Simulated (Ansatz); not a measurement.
Working through a single point of MoPt3 (distorted cell)

Program: the Ansatz DFT code, driven from Python.

The cells in order, each with its output:

In [1]:
```python
import warnings

import ansatz as az
import numpy as np
from pymatgen.core import Lattice, Structure
from pymatgen.io.ase import AseAtomsAdaptor
```

In [2]:
```python
pmg_structure = Structure(
    Lattice([(3.93622, -0.0552, 0.03304), (-0.0552, 3.90044, -0.00596), (0.03304, -0.00596, 3.99932)]),
    ["Mo", "Pt", "Pt", "Pt"],
    [
        (0.01779, 0.98842, 0.00482),
        (0.51279, 0.49237, 0.99046),
        (0.50103, 0.96774, 0.50968),
        (0.01788, 0.50319, 0.49808),
    ],
)
cell = az.Crystal.from_ase(AseAtomsAdaptor.get_atoms(pmg_structure))
```

In [3]:
```python
# the calculation
model = (
    cell.calculation()
    .eigensolver("davidson", mixed_precision=False)
    .scf(algorithm="direct_min")
    .occupations("fermi_dirac", width=0.15)
    .functional(az.Functional.R2SCAN)
    .kpoints(3, center="gamma")
    .pseudopotentials("nc")
    .accuracy("medium")
    .stress()
    .density()
)
with warnings.catch_warnings(record=True) as caught:
    warnings.simplefilter("always")
    result = model.run(threads=1)
print("warnings raised:", sorted(w.category.__name__ for w in caught) or "none")
rep = result.report
```
```text
warnings raised: ['DeckWarning', 'PlacementWarning']
```

In [4]:
```python
result.unlabelled_reasons
```
Out [4]:
```text
['no_forces']
```

In [5]:
```python
rep["published_state_doubts"]
```
Out [5]:
```text
[]
```

In [6]:
```python
rep["n_iterations"], rep["closed_by"]
```
Out [6]:
```text
(8, 'deck_thresholds')
```

In [7]:
```python
n_atoms = len(rep["lattice"]["sites"])
print("F =", round(rep["free_energy_ev"], 4), "eV for", n_atoms, "atoms")
print("E(sigma -> 0) =", round(rep["energy_sigma0_ev"], 4), "eV, TS =", round(rep["entropy_ts_ev"], 5), "eV")
print("closed by", rep["closed_by"], "after", rep["n_iterations"], "iterations")
```
```text
F = -13203.5706 eV for 4 atoms
E(sigma -> 0) = -13203.3226 eV, TS = 0.49609 eV
closed by deck_thresholds after 8 iterations
```

In [8]:
```python
# the stress is positive in compression
stress = np.array(rep["stress_gpa"])
print(f"pressure {np.trace(stress) / 3:.3f} GPa")
print("stress tensor, GPa, positive in compression")
np.round(stress, 3) + 0.0
```
```text
pressure 3.021 GPa
stress tensor, GPa, positive in compression
```
Out [8]:
```text
array([[ 3.772,  4.4  , -1.462],
       [ 4.4  ,  4.948, -0.391],
       [-1.462, -0.391,  0.343]])
```

In [9]:
```python
rho = result.density()
total = sum(ch.density_e_per_ang3 for ch in rho.channels[:2]) if len(rho.channels) < 3 else rho.channels[0].density_e_per_ang3
print("grid", rho.dims, "electrons", round(float(total.mean() * rho.cell_volume_ang3), 4))
print(f"density range {total.min():.4f} to {total.max():.4f} e/A^3")
print(np.array2string(total[:: max(rho.dims[0] // 8, 1), :: max(rho.dims[1] // 8, 1), 0], precision=3, suppress_small=True))
```
```text
grid (45, 45, 45) electrons 68.0
density range 0.1245 to 9.5918 e/A^3
[[0.401 5.86  0.835 0.203 0.154 0.159 0.241 1.385 5.89 ]
 [5.622 4.501 0.686 0.236 0.193 0.191 0.245 0.911 5.34 ]
 [1.54  0.893 0.407 0.383 0.471 0.441 0.343 0.397 0.946]
 [0.252 0.277 0.425 1.146 3.133 2.68  0.866 0.353 0.254]
 [0.16  0.22  0.608 4.203 8.3   9.189 2.927 0.476 0.199]
 [0.152 0.207 0.61  4.707 6.253 7.544 3.677 0.522 0.199]
 [0.193 0.218 0.399 1.393 4.882 4.666 1.297 0.405 0.233]
 [0.719 0.453 0.315 0.404 0.625 0.638 0.44  0.39  0.593]
 [5.626 2.679 0.484 0.227 0.212 0.222 0.271 0.778 3.912]]
```

These settings explore the input space; cutoff and mesh may be short of convergence. Such functionals run on norm-conserving files made under PBE, which can move pressures by some GPa. For a metal this mesh is far too coarse, so the numbers only illustrate the procedure. Spin-orbit coupling, which matters for elements this heavy, is left out. Densities and potentials on the grid are those of the valence electrons, and inside the cores they hang on the potentials used. The cell is a database structure, distorted on purpose. It ran for 120 s on 1 thread of Arm Neoverse V2, on a shared host, peak memory 0.87 GiB.
